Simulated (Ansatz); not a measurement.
# Ag2PdO2 (Immm): one cell, many starting occupations, part 3 of 3

DFT+U has many self-consistent solutions. How far apart do the states of Ag2PdO2 (Immm) lie when only the starting occupations change? Cell and atoms stay fixed.

Ansatz 0.2.0; DFT LDA+U (U = 7 eV, J = 0.9 eV on Pd d), plane waves, PAW. The steps go on from the part before.

**4. Random orbitals: single harmonics, first filling**

The input, input.yaml:

```yaml
crystal:
  lattice:
    - [-1.50401966, 2.27761949, 4.94884889]
    - [1.50401966, -2.27761949, 4.94884889]
    - [1.50401966, 2.27761949, -4.94884889]
  atoms:
    - { symbol: Ag, position: [0.35758, 0.35758, 0.0] }
    - { symbol: Ag, position: [0.64242, 0.64242, 0.0] }
    - { symbol: Pd, position: [0.0, 0.0, 0.0], spin: 2.0 }
    - { symbol: O, position: [0.8627, 0.3627, 0.5] }
    - { symbol: O, position: [0.1373, 0.6373, 0.5] }
basis:
  ecutwfc: 420
  ecutrho_ratio: 4
kpoints:
  mp_grid: { grid: [7, 7, 7] }
hamiltonian:
  xc: lda
  hubbard:
    sites:
      - { site: 2, l: d, u: 7.0, j: 0.9, starting_ns: [{ spin: up, occupation_matrix: s2up }, { spin: down, occupation_matrix: s2down }] }
    occupation_matrices:
      s2up:
        matrix:
          - [0.97, 0.0, 0.0, 0.0, 0.0]
          - [0.0, 0.97, 0.0, 0.0, 0.0]
          - [0.0, 0.0, 0.97, 0.0, 0.0]
          - [0.0, 0.0, 0.0, 0.97, 0.0]
          - [0.0, 0.0, 0.0, 0.0, 0.97]
      s2down:
        matrix:
          - [0.97, 0.0, 0.0, 0.0, 0.0]
          - [0.0, 0.02, 0.0, 0.0, 0.0]
          - [0.0, 0.0, 0.97, 0.0, 0.0]
          - [0.0, 0.0, 0.0, 0.02, 0.0]
          - [0.0, 0.0, 0.0, 0.0, 0.97]
    ns_hold: { iters: 12 }
scf:
  occupations: { method: gaussian, width: 0.05 }
  lower_state_search: "off"
  max_iter: 150
output:
  forces: true
  stress: true
  eigenvalues: true
  populations: true
  hubbard: { sites: [{ site: 2, l: d }] }
  write_density: true
  write_potential: true
  elf: true
  volumetric_format: npy
magnetization:
  spin_polarized: true
```

The typed matrices put 0.97 on the chosen orbitals and 0.02 on the others, and are held for 12 cycles.

On the command line:

```sh
> ansatz run input.yaml --threads 4 --pin off --max-ram 6144MiB --backend cpu --events-out ev --progress --plain --runs-dir out
```

What it wrote, shortened:

```text
Warning: RAYON_NUM_THREADS=4 ignored (pool sized by the plan → 4); use --threads N
Ag: projections on atomic orbitals take those of the free atom [Ar 3d10] 4s2 4p6 4d10 5s1, of charge +0.00 (hamiltonian.pseudopotentials.projection_atoms); the dataset's partial waves leave at most 1.2e-5 of an orbital's norm unspanned inside its sphere
Pd: projections on atomic orbitals take those of the free atom [Ar 3d10] 4s2 4p6 4d10, of charge +0.00 (hamiltonian.pseudopotentials.projection_atoms); the dataset's partial waves leave at most 1.0e-5 of an orbital's norm unspanned inside its sphere
[...]
WARN: the starting moments were not kept: the SCF closed with an absolute magnetisation of 3.9e-6 μB, where they sum to 2 μB in size (1 site). That is at most 0.1 of that sum. Measured as dr2_m measures the in/out step, that magnetisation stands 6.1e-12 eV from none, at or under the [...]
  Pd2 d_4D dn     Tr n = 4.4268  λ = 0.528 0.911 0.994 0.996 0.997  [xz 1.00 B2g(1.00) | x2-y2 0.82 Ag(1.00) | z2 0.82 Ag(1.00) | xy 1.00 B1g(1.00) | yz 1.00 B3g(1.00)]
  specified occupation → Pd2 d_4D up: matrix, ‖Δ‖_F = 0.4480, Tr Δ = +0.4232, displaced = 0.2891, d_λ = 0.4480; orbital distance = 0.0000
  specified occupation → Pd2 d_4D dn: matrix, ‖Δ‖_F = 1.0405, Tr Δ = -1.4768, displaced = 0.7384, d_λ = 1.0269; orbital distance = 0.5985
  Tr n, λ and their labels are of the run-group-symmetrised matrices; stabiliser: 16 of 16 elements of G0×{1,Θ} (closed), max defect 2.3e-6 at τ = 2.7e-5
```

Wall time 24 s (4 threads of Arm Neoverse V2, shared host); peak memory 0.68 GiB.

It ends with no gap, pressure -6.5 GPa, no moment over 0.05 μB in any sphere, largest force component 0.38 eV/Å, 8 symmetry operations imposed. The program reports that the typed filling wasn't kept.

How the shells are filled (orbitals counted by the eigenvalues of the occupation matrices):

```tsv
shell	channel	electrons	over 0.8	0.2 to 0.8	under 0.2
Pd 4d (atom 3)	up	4.43	4	1	0
Pd 4d (atom 3)	down	4.43	4	1	0
```

The maps below are laid out on this run's own conventional cell (a, b, c = 3.008, 4.555, 9.898 Å).

Density in a lattice plane of the grid's cell (edges 3.01 and 9.90 Å, at 0.000 of the third edge), which holds Ag and Pd and O.

Ten even steps from ' ' (0.07 e/Å³) to '@' (19.65 e/Å³):
```
==::          ::
      ..::..    
      ::--::    
                
                
--..          ..
@@**..      ..**
++--          --
                
                
                
++--          --
@@**..      ..**
--..          ..
                
                
      ::--::    
      ..::..    
==::          ::
##++..      ..++
```
Columns run along the first of these edges and rows up along the second, over one cell in 8 and 20 even steps from the bottom left corner. Atoms in the plane (fractional): Ag at (0.00, 0.36), Ag at (0.00, 0.64), Pd at (0.00, 0.00), O at (0.50, 0.86), O at (0.50, 0.14).

ELF in the same plane.

Values, 12 rows by 6 columns:
```
0.51 0.20 0.68 0.75 0.68 0.20
0.05 0.32 0.80 0.63 0.80 0.32
0.23 0.14 0.12 0.29 0.12 0.14
0.78 0.58 0.27 0.10 0.27 0.58
0.56 0.45 0.21 0.11 0.21 0.45
0.15 0.14 0.11 0.09 0.11 0.14
0.56 0.45 0.21 0.11 0.21 0.45
0.78 0.58 0.27 0.10 0.27 0.58
0.23 0.14 0.12 0.29 0.12 0.14
0.05 0.32 0.80 0.63 0.80 0.32
0.51 0.20 0.68 0.75 0.68 0.20
0.22 0.58 0.27 0.08 0.27 0.58
```
Columns run along the first of these edges and rows up along the second, over one cell in 6 and 12 even steps from the bottom left corner. Atoms in the plane (fractional): Ag at (0.00, 0.36), Ag at (0.00, 0.64), Pd at (0.00, 0.00), O at (0.50, 0.86), O at (0.50, 0.14).

Both are smooth fields of the valence electrons: close to the nuclei they are not physical.

Outside the cores ELF peaks at 0.85 in the shell around O, 0.6 Å from O; 0.85 beside O, off the lines to its neighbours, 0.6 Å from O.

**5. Random orbitals: fully mixed, first filling**

Edit input.yaml of step 4 so:

```diff
@@ -31,7 +31,7 @@
         matrix:
-          - [0.97, 0.0, 0.0, 0.0, 0.0]
-          - [0.0, 0.02, 0.0, 0.0, 0.0]
-          - [0.0, 0.0, 0.97, 0.0, 0.0]
-          - [0.0, 0.0, 0.0, 0.02, 0.0]
-          - [0.0, 0.0, 0.0, 0.0, 0.97]
+          - [0.65764, -0.01636, -0.17757, 0.39921, -0.08951]
+          - [-0.01636, 0.65292, 0.0232, 0.12002, 0.43067]
+          - [-0.17757, 0.0232, 0.86572, 0.21675, -0.09563]
+          - [0.39921, 0.12002, 0.21675, 0.42874, -0.02206]
+          - [-0.08951, 0.43067, -0.09563, -0.02206, 0.34498]
     ns_hold: { iters: 12 }
```

The typed matrices put 0.97 on the chosen orbitals and 0.02 on the others, and are held for 12 cycles.

On the command line:

```sh
> ansatz run input.yaml --threads 4 --pin off --max-ram 6144MiB --backend cpu --events-out ev --progress --plain --runs-dir out
```

What it wrote, shortened:

```text
Warning: crystal.symmetry: narrowed to the stabiliser of the occupation matrices — unitary ops 8 → 2; lowered by the specified shell (site 2, l: d); largest admitted image defect 4.4e-16, smallest excluded 2.4e-1 — at a splitting's scale: the group the occupation matrices' own texture admits
Warning: RAYON_NUM_THREADS=4 ignored (pool sized by the plan → 4); use --threads N
Ag: projections on atomic orbitals take those of the free atom [Ar 3d10] 4s2 4p6 4d10 5s1, of charge +0.00 (hamiltonian.pseudopotentials.projection_atoms); the dataset's partial waves leave at most 1.2e-5 of an orbital's norm unspanned inside its sphere
[...]
WARN: the starting moments were not kept: the SCF closed with an absolute magnetisation of 1.4e-5 μB, where they sum to 2 μB in size (1 site). That is at most 0.1 of that sum. Measured as dr2_m measures the in/out step, that magnetisation stands 1.2e-10 eV from none, at or under the [...]
--- Occupation matrices: 1 shell (run DFT+U table (all-electron-ortho-atomic); ε = 4.95e-4) ---
  Pd2 d_4D: site group D2h (mmm)
  Pd2 d_4D up     Tr n = 4.4268  λ = 0.528 0.911 0.994 0.996 0.997  [xz 1.00 B2g(1.00) | x2-y2 0.82 Ag(1.00) | z2 0.82 Ag(1.00) | xy 1.00 B1g(1.00) | yz 1.00 B3g(1.00)]
  Pd2 d_4D dn     Tr n = 4.4268  λ = 0.528 0.911 0.994 0.996 0.997  [xz 1.00 B2g(1.00) | x2-y2 0.82 Ag(1.00) | z2 0.82 Ag(1.00) | xy 1.00 B1g(1.00) | yz 1.00 B3g(1.00)]
  specified occupation → Pd2 d_4D up: matrix, ‖Δ‖_F = 0.4480, Tr Δ = +0.4232, displaced = 0.2891, d_λ = 0.4480; orbital distance = 0.0000
  specified occupation → Pd2 d_4D dn: matrix, ‖Δ‖_F = 1.3315, Tr Δ = -1.4768, displaced = 1.1087, d_λ = 1.0269; orbital distance = 1.7099
  Tr n, λ and their labels are of the run-group-symmetrised matrices; stabiliser: 16 of 16 elements of G0×{1,Θ} (closed), max defect 1.4e-5 at τ = 1.1e-4
```

Run time: 80 s. Hardware: 4 threads of Arm Neoverse V2, shared host; peak memory 1.1 GiB.

End state: no gap, pressure -6.5 GPa, no moment over 0.05 μB in any sphere, largest force component 0.38 eV/Å, 2 symmetry operations imposed. The program reports that the typed filling wasn't kept.

The shells' filling, with natural orbitals sorted by occupation:

```tsv
shell	channel	electrons	over 0.8	0.2 to 0.8	under 0.2
Pd 4d (atom 3)	up	4.43	4	1	0
Pd 4d (atom 3)	down	4.43	4	1	0
```

The maps below are laid out on this run's own conventional cell (a, b, c = 3.008, 4.555, 9.898 Å).

Density in a lattice plane of the grid's cell (edges 3.01 and 9.90 Å, at 0.000 of the third edge), which holds Ag and Pd and O.

Ten even steps from ' ' (0.07 e/Å³) to '@' (19.65 e/Å³):
```
==::          ::
      ..::..    
      ::--::    
                
                
--..          ..
@@**..      ..**
++--          --
                
                
                
++--          --
@@**..      ..**
--..          ..
                
                
      ::--::    
      ..::..    
==::          ::
##++..      ..++
```
Columns run along the first of these edges and rows up along the second, over one cell in 8 and 20 even steps from the bottom left corner. Atoms in the plane (fractional): Ag at (0.00, 0.36), Ag at (0.00, 0.64), Pd at (0.00, 0.00), O at (0.50, 0.86), O at (0.50, 0.14).

ELF in the same plane.

Ten even steps from ' ' (0.04) to '@' (0.85):
```
**==::--++--::==
--..**@@##@@**..
  ..%%%%==%%%%..
    ==@@@@@@==  
::..  ..--..  ..
**++--..  ..--++
@@##++::  ::++##
##**==..  ..==**
----::..  ..::--
......      ....
----::..  ..::--
##**==..  ..==**
@@##++::  ::++##
**++--..  ..--++
::..  ..--..  ..
    ==@@@@@@==  
  ..%%%%==%%%%..
--..**@@##@@**..
**==::--++--::==
::++**..  ..**++
```
Columns run along the first of these edges and rows up along the second, over one cell in 8 and 20 even steps from the bottom left corner. Atoms in the plane (fractional): Ag at (0.00, 0.36), Ag at (0.00, 0.64), Pd at (0.00, 0.00), O at (0.50, 0.86), O at (0.50, 0.14).

Both are smooth fields of the valence electrons: close to the nuclei they are not physical.

Maxima of ELF outside the ion cores: 0.85 in the shell around O, 0.6 Å from O; 0.85 beside O, off the lines to its neighbours, 0.6 Å from O.

**6. Random orbitals: drawn by pairs, first filling**

Edit input.yaml of step 5 so:

```diff
@@ -31,8 +31,8 @@
         matrix:
-          - [0.65764, -0.01636, -0.17757, 0.39921, -0.08951]
-          - [-0.01636, 0.65292, 0.0232, 0.12002, 0.43067]
-          - [-0.17757, 0.0232, 0.86572, 0.21675, -0.09563]
-          - [0.39921, 0.12002, 0.21675, 0.42874, -0.02206]
-          - [-0.08951, 0.43067, -0.09563, -0.02206, 0.34498]
-    ns_hold: { iters: 12 }
+          - [0.495, 0.0, -0.475, 0.0, 0.0]
+          - [0.0, 0.02, 0.0, 0.0, 0.0]
+          - [-0.475, 0.0, 0.495, 0.0, 0.0]
+          - [0.0, 0.0, 0.0, 0.97, 0.0]
+          - [0.0, 0.0, 0.0, 0.0, 0.97]
+    ns_hold: { iters: 5 }
 scf:
@@ -47,6 +47,2 @@
   hubbard: { sites: [{ site: 2, l: d }] }
-  write_density: true
-  write_potential: true
-  elf: true
-  volumetric_format: npy
 magnetization:
```

The typed matrices put 0.97 on the chosen orbitals and 0.02 on the others, and are held for 5 cycles.

On the command line:

```sh
> ansatz run input.yaml --threads 4 --pin off --max-ram 6144MiB --backend cpu --events-out ev --progress --plain --runs-dir out
```

What it wrote, shortened:

```text
Warning: crystal.symmetry: narrowed to the stabiliser of the occupation matrices — unitary ops 8 → 4; lowered by the specified shell (site 2, l: d); largest admitted image defect 4.4e-16, smallest excluded 9.5e-1 — at a splitting's scale: the group the occupation matrices' own texture admits
Warning: RAYON_NUM_THREADS=4 ignored (pool sized by the plan → 4); use --threads N
[...]
Ag: projections on atomic orbitals take those of the free atom [Ar 3d10] 4s2 4p6 4d10 5s1, of charge +0.00 (hamiltonian.pseudopotentials.projection_atoms); the dataset's partial waves leave at most 1.2e-5 of an orbital's norm unspanned inside its sphere
[...]
WARN: the starting moments were not kept: the SCF closed with an absolute magnetisation of 1.0e-5 μB, where they sum to 2 μB in size (1 site). That is at most 0.1 of that sum. Measured as dr2_m measures the in/out step, that magnetisation stands 7.1e-11 eV from none, at or under the [...]
  spilling = 0.006259 (of n_electrons = 68.000000)
--- Occupation matrices: 1 shell (run DFT+U table (all-electron-ortho-atomic); ε = 6.26e-4) ---
  Pd2 d_4D: site group D2h (mmm)
  Pd2 d_4D up     Tr n = 4.4268  λ = 0.528 0.911 0.994 0.996 0.997  [xz 1.00 B2g(1.00) | x2-y2 0.82 Ag(1.00) | z2 0.82 Ag(1.00) | 2× yz 0.50 B1g(0.50)]
  Pd2 d_4D dn     Tr n = 4.4268  λ = 0.528 0.911 0.994 0.996 0.997  [xz 1.00 B2g(1.00) | x2-y2 0.82 Ag(1.00) | z2 0.82 Ag(1.00) | 2× yz 0.50 B1g(0.50)]
  specified occupation → Pd2 d_4D up: matrix, ‖Δ‖_F = 0.4480, Tr Δ = +0.4232, displaced = 0.2891, d_λ = 0.4480; orbital distance = 0.0000
  specified occupation → Pd2 d_4D dn: matrix, ‖Δ‖_F = 1.0957, Tr Δ = -1.4768, displaced = 0.7902, d_λ = 1.0269; orbital distance = 1.3494
  Tr n, λ and their labels are of the run-group-symmetrised matrices; stabiliser: 16 of 16 elements of G0×{1,Θ} (closed), max defect 1.1e-5 at τ = 1.3e-4
```

It took 18 s on 4 threads of Arm Neoverse V2, shared host; peak memory 0.8 GiB.

It ends with no gap, pressure -6.5 GPa, no moment over 0.05 μB in any sphere, largest force component 0.38 eV/Å, 4 symmetry operations imposed. The program reports that the typed filling wasn't kept.

The shells' filling, with natural orbitals sorted by occupation:

```tsv
shell	channel	electrons	over 0.8	0.2 to 0.8	under 0.2
Pd 4d (atom 3)	up	4.43	4	1	0
Pd 4d (atom 3)	down	4.43	4	1	0
```

**7. From atoms, default search**

The input, input.yaml:

```yaml
crystal:
  lattice:
    - [-1.50401966, 2.27761949, 4.94884889]
    - [1.50401966, -2.27761949, 4.94884889]
    - [1.50401966, 2.27761949, -4.94884889]
  atoms:
    - { symbol: Ag, position: [0.35758, 0.35758, 0.0] }
    - { symbol: Ag, position: [0.64242, 0.64242, 0.0] }
    - { symbol: Pd, position: [0.0, 0.0, 0.0], spin: 2.0 }
    - { symbol: O, position: [0.8627, 0.3627, 0.5] }
    - { symbol: O, position: [0.1373, 0.6373, 0.5] }
basis:
  ecutwfc: 420
  ecutrho_ratio: 4
kpoints:
  mp_grid: { grid: [7, 7, 7] }
hamiltonian:
  xc: lda
  hubbard: { sites: [{ site: 2, l: d, u: 7.0, j: 0.9 }] }
scf:
  occupations: { method: gaussian, width: 0.05 }
output:
  forces: true
  stress: true
  eigenvalues: true
  populations: true
  hubbard: { sites: [{ site: 2, l: d }] }
  write_density: true
  write_potential: true
  elf: true
  volumetric_format: npy
magnetization:
  spin_polarized: true
```

On the command line:

```sh
> ansatz run input.yaml --threads 4 --pin off --max-ram 6144MiB --backend cpu --events-out ev --progress --plain --runs-dir out
```

What it wrote, shortened:

```text
Warning: RAYON_NUM_THREADS=4 ignored (pool sized by the plan → 4); use --threads N
Ag: projections on atomic orbitals take those of the free atom [Ar 3d10] 4s2 4p6 4d10 5s1, of charge +0.00 (hamiltonian.pseudopotentials.projection_atoms); the dataset's partial waves leave at most 1.2e-5 of an orbital's norm unspanned inside its sphere
Pd: projections on atomic orbitals take those of the free atom [Ar 3d10] 4s2 4p6 4d10, of charge +0.00 (hamiltonian.pseudopotentials.projection_atoms); the dataset's partial waves leave at most 1.0e-5 of an orbital's norm unspanned inside its sphere
[...]
WARN: the starting moments were not kept: the SCF closed with an absolute magnetisation of 1.0e-5 μB, where they sum to 2 μB in size (1 site). That is at most 0.1 of that sum. Measured as dr2_m measures the in/out step, that magnetisation stands 3.3e-11 eV from none, at or under the [...]
     2     Pd     16.8509     0.0000
     3      O      6.8874    -0.0000
     4      O      6.8874    -0.0000
  spilling = 0.006259 (of n_electrons = 68.000000)
--- Occupation matrices: 1 shell (run DFT+U table (all-electron-ortho-atomic); ε = 7.91e-4) ---
  Pd2 d_4D: site group D2h (mmm)
  Pd2 d_4D up     Tr n = 4.4268  λ = 0.528 0.911 0.994 0.996 0.997  [xz 1.00 B2g(1.00) | x2-y2 0.82 Ag(1.00) | z2 0.82 Ag(1.00) | 2× yz 0.50 B1g(0.50)]
  Pd2 d_4D dn     Tr n = 4.4268  λ = 0.528 0.911 0.994 0.996 0.997  [xz 1.00 B2g(1.00) | x2-y2 0.82 Ag(1.00) | z2 0.82 Ag(1.00) | 2× yz 0.50 B1g(0.50)]
  Tr n, λ and their labels are of the run-group-symmetrised matrices; stabiliser: 16 of 16 elements of G0×{1,Θ} (closed), max defect 5.1e-6 at τ = 1.7e-4
```

Wall time 16 s (4 threads of Arm Neoverse V2, shared host); peak memory 1.2 GiB.

It ends with no gap, pressure -6.5 GPa, no moment over 0.05 μB in any sphere, largest force component 0.38 eV/Å, 8 symmetry operations imposed.

The shells' filling, with natural orbitals sorted by occupation:

```tsv
shell	channel	electrons	over 0.8	0.2 to 0.8	under 0.2
Pd 4d (atom 3)	up	4.43	4	1	0
Pd 4d (atom 3)	down	4.43	4	1	0
```

Axes a, b and c in the maps are those of this run's conventional cell (a, b, c = 3.008, 4.555, 9.898 Å).

Density in a lattice plane of the grid's cell (edges 3.01 and 9.90 Å, at 0.000 of the third edge), which holds Ag and Pd and O.

Values in e/Å³, 12 rows by 6 columns:
```
 1.94  0.84  1.24  2.58  1.24  0.85
 0.10  0.26  2.09  5.89  2.09  0.26
 0.49  0.30  0.19  0.22  0.19  0.30
16.93  6.96  0.59  0.15  0.59  6.96
 6.29  2.54  0.33  0.12  0.33  2.54
 0.23  0.17  0.09  0.07  0.09  0.17
 6.29  2.54  0.33  0.12  0.33  2.54
16.93  6.96  0.59  0.15  0.59  6.96
 0.49  0.30  0.19  0.22  0.19  0.30
 0.10  0.26  2.09  5.89  2.09  0.26
 1.94  0.85  1.24  2.58  1.24  0.84
13.91  8.35  0.74  0.22  0.74  8.35
```
Columns run along the first of these edges and rows up along the second, over one cell in 6 and 12 even steps from the bottom left corner. Atoms in the plane (fractional): Ag at (0.00, 0.36), Ag at (0.00, 0.64), Pd at (0.00, 0.00), O at (0.50, 0.86), O at (0.50, 0.14).

ELF in the same plane.

Ten even steps from ' ' (0.04) to '@' (0.85):
```
**==::--++--::==
--..**@@##@@**..
  ..%%%%==%%%%..
    ==@@@@@@==  
::..  ..--..  ..
**++--..  ..--++
@@##++::  ::++##
##**==..  ..==**
----::..  ..::--
......      ....
----::..  ..::--
##**==..  ..==**
@@##++::  ::++##
**++--..  ..--++
::..  ..--..  ..
    ==@@@@@@==  
  ..%%%%==%%%%..
--..**@@##@@**..
**==::--++--::==
::++**..  ..**++
```
Columns run along the first of these edges and rows up along the second, over one cell in 8 and 20 even steps from the bottom left corner. Atoms in the plane (fractional): Ag at (0.00, 0.36), Ag at (0.00, 0.64), Pd at (0.00, 0.00), O at (0.50, 0.86), O at (0.50, 0.14).

Both are smooth fields of the valence electrons: close to the nuclei they are not physical.

The highest ELF values outside the cores: 0.85 in the shell around O, 0.6 Å from O; 0.85 beside O, off the lines to its neighbours, 0.6 Å from O.

**8. All runs side by side**

What follows sums up all 3 parts.

Energies count from the lowest free state and have the smearing extrapolated to zero.

| start | energy (meV/atom) | gap (eV) | pressure (GPa) | largest moment (μB) | SCF cycles | time |
| --- | --- | --- | --- | --- | --- | --- |
| from atoms, default search | 0.0 | metal | -6.5 | 0.00 | 18 | 16 s |
| random orbitals: fully mixed, first filling | 0.0 | metal | -6.5 | 0.00 | 42 | 80 s |
| random orbitals: single harmonics, first filling | 0.0 | metal | -6.5 | 0.00 | 36 | 24 s |
| natural orbitals of the symmetric run, filled by rank | 0.0 | metal | -6.5 | 0.00 | 32 | 22 s |
| random orbitals: drawn by pairs, first filling | 0.0 | metal | -6.5 | 0.00 | 25 | 18 s |
| from atoms, symmetry kept, no search | 0.0 | metal | -6.5 | 0.00 | 17 | 8.8 s |

The 6 free runs end within about 1 meV/atom of each other. The run with the program's default settings reaches the lowest one found. So large a U on a 4d or 5d shell is far over usual values; moments found here can be its artefacts. The lowest state found need not be the ground state, and the geometry wasn't relaxed for any of them.
